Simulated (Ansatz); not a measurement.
# C2H7NOSi: the cost of one run

All numbers below are computed with Ansatz 0.2.0 (RKS B3LYP/6-31G*).

## Step 1: The starting structure

Bond lengths: C1–Si2 1.837 Å, Si2–N3 1.724 Å, Si2–C4 1.891 Å, C4–O5 1.266 Å, C1–H6 1.126 Å, C1–H7 1.046 Å, C1–H8 1.114 Å, Si2–H9 1.504 Å, N3–H10 0.972 Å, N3–H11 1.014 Å, C4–H12 1.095 Å. Angles (14 of 18 angles, heavy atoms first): C1–Si2–N3 108.7°, C1–Si2–C4 114.9°, N3–Si2–C4 112.1°, Si2–C4–O5 116.3°, C1–Si2–H9 106.2°, N3–Si2–H9 107.4°, C4–Si2–H9 107.0°, Si2–C1–H6 110.5°, Si2–C1–H7 114.2°, Si2–C1–H8 108.2°, Si2–N3–H10 107.8°, Si2–N3–H11 106.3°, Si2–C4–H12 117.9°, O5–C4–H12 125.2°.

Coordinates:

```xyz
12

C    -0.7383   -0.4446    1.4106
Si    0.4566   -0.0935    0.0604
N     0.3501   -1.3512   -1.1145
C     0.2967    1.6230   -0.7179
O    -0.2724    1.6750   -1.8477
H    -0.7143    0.3750    2.1826
H    -0.6056   -1.3755    1.8690
H    -1.7680   -0.3569    0.9957
H     1.8252   -0.1702    0.6802
H    -0.4553   -1.2028   -1.6372
H     1.1373   -1.2240   -1.7406
H     0.5649    2.4905   -0.1065
```

## Step 2: End point A

Input file input.yaml:

```yaml
crystal:
  periodic: [false, false, false]
  atoms:
    - { symbol: C, position_ang: [-0.7383, -0.4446, 1.4106] }
    - { symbol: Si, position_ang: [0.4566, -0.0935, 0.0604] }
    - { symbol: "N", position_ang: [0.3501, -1.3512, -1.1145] }
    - { symbol: C, position_ang: [0.2967, 1.623, -0.7179] }
    - { symbol: O, position_ang: [-0.2724, 1.675, -1.8477] }
    - { symbol: H, position_ang: [-0.7143, 0.375, 2.1826] }
    - { symbol: H, position_ang: [-0.6056, -1.3755, 1.869] }
    - { symbol: H, position_ang: [-1.768, -0.3569, 0.9957] }
    - { symbol: H, position_ang: [1.8252, -0.1702, 0.6802] }
    - { symbol: H, position_ang: [-0.4553, -1.2028, -1.6372] }
    - { symbol: H, position_ang: [1.1373, -1.224, -1.7406] }
    - { symbol: H, position_ang: [0.5649, 2.4905, -0.1065] }
basis:
  gaussian: { orbitals: "6-31G*" }
hamiltonian:
  xc: b3lyp
relax:
  f_tol: 0.015
  max_steps: 40
```

Started as:

```
ansatz run input.yaml --threads 1 --pin off --max-ram 2048MiB --backend cpu --events-out ev --progress --plain --runs-dir out
```

Q: Estimate wall time and peak memory on 1 thread of Intel Xeon 6975P-C (Granite Rapids), shared host.

About 43 s, with a peak of 0.21 GiB.
